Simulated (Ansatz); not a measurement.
# CuH4OSi (charge +1): molecular dynamics, part 2 of 2

Aim: follow the two partners and see whether they stay together, part or react. The start is relaxed first. Runs: 40 steps of 2.5 fs under a Langevin thermostat at 200 K; 150 steps of 0.5 fs at constant energy, with velocities drawn for 700 K. SMILES of the start: [Cu+].[SiH3]O.

Ansatz 0.2.0; RKS B3LYP/def2-SVP.

## 6. Run 2

150 steps of 0.5 fs at constant energy, with velocities drawn for 700 K, from the relaxed start.

Contents of input.yaml:

```yaml
crystal:
  periodic: [false, false, false]
  atoms:
    - { symbol: Cu, position_ang: [0.312268, 1.363323, -2.139703] }
    - { symbol: Si, position_ang: [0.040137, -0.11414, 0.819723] }
    - { symbol: O, position_ang: [-0.123129, -0.072702, -0.935133] }
    - { symbol: H, position_ang: [0.973356, -1.217303, 1.138796] }
    - { symbol: H, position_ang: [0.597117, 1.231625, 1.086663] }
    - { symbol: H, position_ang: [-1.317846, -0.312886, 1.372906] }
    - { symbol: H, position_ang: [-0.481802, -0.878017, -1.343253] }
total_charge: 1
basis:
  gaussian: { orbitals: def2-SVP }
hamiltonian:
  xc: b3lyp
md:
  timestep: 0.5
  n_steps: 150
  ensemble: nve
  temperature: 700.0
  initial_velocities: maxwell_boltzmann
  seed: 357348
scf:
  lower_state_search: "off"
```

Run with:

```console
ansatz run input.yaml --threads 1 --pin off --max-ram 2048MiB --backend cpu --events-out ev --progress --plain --runs-dir out
```

Output, cut to the lines that bear on the results:

```text
Warning: RAYON_NUM_THREADS=1 ignored (pool sized by the plan → 1); use --threads N
[...]
Functional definition: B3LYP
[...]
910 factors; integrals over basis functions are off by at most 4.9e-4 eV
[...]
mean field -54615.92024212 eV, -2007.0980488977 hartree, gradient 2.2e-6 eV, S^2 0.000000; 0 other end points of the search recorded, 0 dependent functions left out
[...]
reference -54615.92050457 eV, -2007.0980585424 hartree; 27, 27 occupied and 56, 56 virtual orbitals, 910 factors
md step     0: t =     0.00 fs  T =   700.0 K  F+E_penalty+E_count = -54615.92024212 eV  E_kin = 0.452410 eV  conserved = -54615.46783213 eV  (17 SCF iters)
[...]
md step    19: t =     9.50 fs  T =   410.9 K  F+E_penalty+E_count = -54615.73247805 eV  E_kin = 0.265558 eV  conserved = -54615.46692020 eV  (22 SCF iters)
[...]
md step    38: t =    19.00 fs  T =   230.2 K  F+E_penalty+E_count = -54615.61314974 eV  E_kin = 0.148787 eV  conserved = -54615.46436277 eV  (23 SCF iters)
[...]
md step    57: t =    28.50 fs  T =   414.7 K  F+E_penalty+E_count = -54615.73398480 eV  E_kin = 0.268045 eV  conserved = -54615.46593952 eV  (22 SCF iters)
[...]
md step    74: t =    37.00 fs  T =   398.1 K  F+E_penalty+E_count = -54615.72306944 eV  E_kin = 0.257310 eV  conserved = -54615.46575975 eV  (22 SCF iters)
md step    75: t =    37.50 fs  T =   431.6 K  F+E_penalty+E_count = -54615.74491544 eV  E_kin = 0.278924 eV  conserved = -54615.46599188 eV  (22 SCF iters)
```

## 7. More of the same log: dynamics from the start

Output, continued, cut to the lines that bear on the results:

```text
md step    76: t =    38.00 fs  T =   453.2 K  F+E_penalty+E_count = -54615.75922302 eV  E_kin = 0.292916 eV  conserved = -54615.46630734 eV  (22 SCF iters)
[...]
md step    94: t =    47.00 fs  T =   347.1 K  F+E_penalty+E_count = -54615.68891755 eV  E_kin = 0.224322 eV  conserved = -54615.46459574 eV  (22 SCF iters)
[...]
md step   112: t =    56.00 fs  T =    90.7 K  F+E_penalty+E_count = -54615.52218764 eV  E_kin = 0.058631 eV  conserved = -54615.46355637 eV  (16 SCF iters)
[...]
md step   130: t =    65.00 fs  T =   298.8 K  F+E_penalty+E_count = -54615.65792174 eV  E_kin = 0.193102 eV  conserved = -54615.46481997 eV  (22 SCF iters)
[...]
md step   148: t =    74.00 fs  T =   517.7 K  F+E_penalty+E_count = -54615.80131451 eV  E_kin = 0.334566 eV  conserved = -54615.46674872 eV  (22 SCF iters)
[...]
Total energy: -54615.78739460 eV, -2007.0931668412 hartree
Atom 0 at     0.341593     1.337857    -2.111102 Å, force     0.025844     0.162608    -0.322923 eV/Å
Atom 1 at     0.078635    -0.082214     0.788867 Å, force     0.729916     0.337893    -0.749856 eV/Å
Atom 2 at    -0.317762    -0.027844    -0.986638 Å, force     0.232301    -0.259877     1.173214 eV/Å
Atom 3 at     1.520117    -0.582125     0.868822 Å, force    -0.759042     0.274122    -0.003216 eV/Å
Atom 4 at    -0.075086     1.329402     1.316832 Å, force     0.038195    -0.526673    -0.409519 eV/Å
Atom 5 at    -0.919823    -1.015814     1.271684 Å, force    -0.328175    -0.375144     0.348138 eV/Å
Atom 6 at    -0.586506    -0.904146    -1.328082 Å, force     0.060960     0.387072    -0.035838 eV/Å
Dipole moment:     0.069759     0.049560    -0.292096 e Å
Checks for a lower state left out: stability, starts, cluster_reference, orbital_swaps, neighbouring_geometries, increment
```

Wall time 6.3 min (1 thread of Arm Neoverse V2, shared host); peak memory 0.15 GiB.

## 8. The trajectory

The trajectory, every 8 steps (energies from step 0):

```csv
time (fs),T (K),potential energy change (meV/atom),total energy change (meV/atom)
0.0,700,0.0,0.00
4.0,251,41.9,0.42
8.0,511,17.6,0.10
12.0,110,55.1,0.60
16.0,446,23.8,0.33
20.0,259,41.2,0.53
24.0,536,15.4,0.23
28.0,360,31.7,0.33
32.0,270,40.0,0.34
36.0,312,36.2,0.31
40.0,328,34.6,0.27
44.0,626,6.9,0.00
48.0,299,37.4,0.41
52.0,512,17.5,0.16
56.0,91,56.9,0.61
60.0,403,27.7,0.30
64.0,175,49.0,0.54
68.0,539,15.1,0.21
72.0,315,36.0,0.42
75.0,495,19.0,0.13
```

time (fs), T (K) and a bar:
```
      0.0        700 ##############################
      3.5        258 ########
      6.5        344 ############
     10.0        302 ##########
     13.0        299 ##########
     16.5        417 ################
     19.5        229 ######
     23.0        642 ###########################
     26.0        284 #########
     29.5        496 ####################
     32.5        180 ####
     36.0        312 ##########
     39.0        437 #################
     42.5        339 ############
     45.5        545 ######################
     49.0        299 ##########
     52.0        512 #####################
     55.5        104 
     58.5        405 ###############
     62.0        275 #########
     65.0        299 ##########
     68.5        488 ###################
     71.5        281 #########
     75.0        495 ####################
```

## 9. Positions and forces

Extended XYZ, with forces in eV/Å:

```xyz
7
time_fs=9.5 T=411 dE=0.1878
Cu    0.318    1.363   -2.137   -0.001   -0.040    0.091
Si    0.035   -0.123    0.798   -0.557    0.735    0.755
O    -0.135   -0.067   -0.907   -1.007   -1.304   -1.409
H     1.087   -1.021    1.126    0.771   -1.016    0.268
H     0.497    1.234    0.885    0.290    0.996    0.481
H    -1.245   -0.347    1.525    0.052   -0.117   -0.311
H    -0.574   -0.866   -1.296    0.451    0.747    0.124
7
time_fs=19.0 T=230 dE=0.3071
Cu    0.323    1.362   -2.133   -0.016   -0.098    0.159
Si    0.042   -0.110    0.801    2.077    0.490    0.830
O    -0.174   -0.087   -0.926   -0.885   -1.119   -1.331
H     1.288   -1.088    1.150   -1.555    1.162   -0.451
H     0.418    1.419    0.967   -0.323   -1.467   -0.006
H    -1.212   -0.484    1.489   -0.044   -0.043   -0.131
H    -0.627   -0.854   -1.396    0.745    1.075    0.930
7
time_fs=28.0 T=360 dE=0.2220
Cu    0.327    1.360   -2.127   -0.121   -0.266    0.071
Si    0.068   -0.088    0.816   -2.105   -0.713   -1.440
O    -0.220   -0.103   -0.972   -0.278   -0.734   -0.095
H     1.137   -0.951    1.060    1.590   -1.034    0.317
H     0.286    1.276    1.144    0.263    1.277    0.099
H    -1.194   -0.635    1.343   -0.123    0.043    0.178
H    -0.648   -0.921   -1.385    0.774    1.427    0.871
7
time_fs=37.5 T=432 dE=0.1753
Cu    0.331    1.355   -2.121   -0.110   -0.200   -0.102
Si    0.071   -0.081    0.807   -0.380   -0.802   -0.689
O    -0.247   -0.089   -0.988   -0.277   -1.270    0.677
H     1.304   -0.921    1.021   -0.356    0.349   -0.046
H     0.233    1.341    1.225   -0.025   -0.146   -0.285
H    -1.188   -0.739    1.289    0.364    0.215    0.120
H    -0.643   -0.980   -1.281    0.785    1.855    0.326
7
time_fs=47.0 T=347 dE=0.2313
Cu    0.333    1.347   -2.115   -0.002    0.060   -0.107
Si    0.060   -0.093    0.774    1.878    0.739    0.628
O    -0.250   -0.054   -0.945   -0.722   -1.640   -0.867
H     1.489   -0.777    0.981   -1.596    0.618   -0.190
H     0.156    1.430    1.114   -0.132   -1.234   -0.295
H    -1.080   -0.776    1.395   -0.118   -0.156    0.106
H    -0.616   -0.910   -1.351    0.692    1.614    0.725
7
time_fs=56.0 T=91 dE=0.3981
Cu    0.334    1.340   -2.111    0.072    0.279   -0.102
Si    0.064   -0.096    0.753   -1.981   -0.316    0.835
O    -0.254   -0.023   -0.910   -1.038   -1.647   -2.708
H     1.314   -0.615    0.919    2.606   -1.182    0.352
H     0.034    1.288    0.958   -0.010    1.823    0.624
H    -0.964   -0.846    1.504   -0.171   -0.066   -0.171
H    -0.584   -0.813   -1.445    0.522    1.111    1.169
7
time_fs=65.5 T=390 dE=0.2029
Cu    0.337    1.337   -2.109    0.123    0.392   -0.339
Si    0.066   -0.093    0.764    1.066    0.383    0.905
O    -0.280   -0.009   -0.948   -0.612   -1.704   -0.454
H     1.534   -0.667    0.912   -1.401    0.613   -0.140
H    -0.066    1.416    1.066    0.207   -1.048   -0.004
H    -0.939   -0.964    1.478    0.267    0.322   -0.424
H    -0.578   -0.864   -1.370    0.350    1.044    0.456
7
time_fs=75.0 T=495 dE=0.1331
Cu    0.342    1.338   -2.111    0.026    0.163   -0.323
Si    0.079   -0.082    0.789    0.730    0.338   -0.750
O    -0.318   -0.028   -0.987    0.232   -0.260    1.173
H     1.520   -0.582    0.869   -0.759    0.274   -0.003
H    -0.075    1.329    1.317    0.038   -0.527   -0.409
H    -0.920   -1.016    1.272   -0.328   -0.375    0.348
H    -0.587   -0.904   -1.328    0.061    0.387   -0.036
```

On run 2: The temperature starts at 700 K and averages 374 K in the second half, where it ranges from 91 to 640 K. About half is expected from a start at a minimum: kinetic energy passes into potential energy until both shares match. The total energy strays from its start by at most 0.66 meV/atom, 1.9 % of the mean kinetic energy, so a step of 0.5 fs is short enough over this time. The bonding pattern survives the run.

## 10. Results

What follows sums up all 2 parts.

| quantity | value |
| --- | --- |
| relaxation of the start | 9 moves, 0.084 eV lower |
| run 1: length | 40 steps of 2.5 fs |
| run 1: temperature, first and last step | 171 and 1787 K |
| run 1: temperature, second half | mean 1927 K, from 1787 to 1985 K |
| run 1: potential energy, second half | +942 meV/atom from this run's first step |
| run 1: bonds formed or broken | 1 |
| run 2: length | 150 steps of 0.5 fs |
| run 2: temperature, first and last step | 700 and 495 K |
| run 2: temperature, second half | mean 374 K, from 91 to 640 K |
| run 2: potential energy, second half | +30 meV/atom from this run's first step |
| run 2: largest change of the total energy | 0.66 meV/atom |
| run 2: bonds formed or broken | 0 |

What this shows: Mean temperatures of the second halves: none that means anything (unstable run), 374 K. Bonds changed in run 1 (an artefact of the unstable or too long step). In the last run: the bonding pattern survives the run. Averages from a run of 75 fs with 7 atoms are rough. The nuclei move classically, without zero-point motion, which matters most for hydrogen.
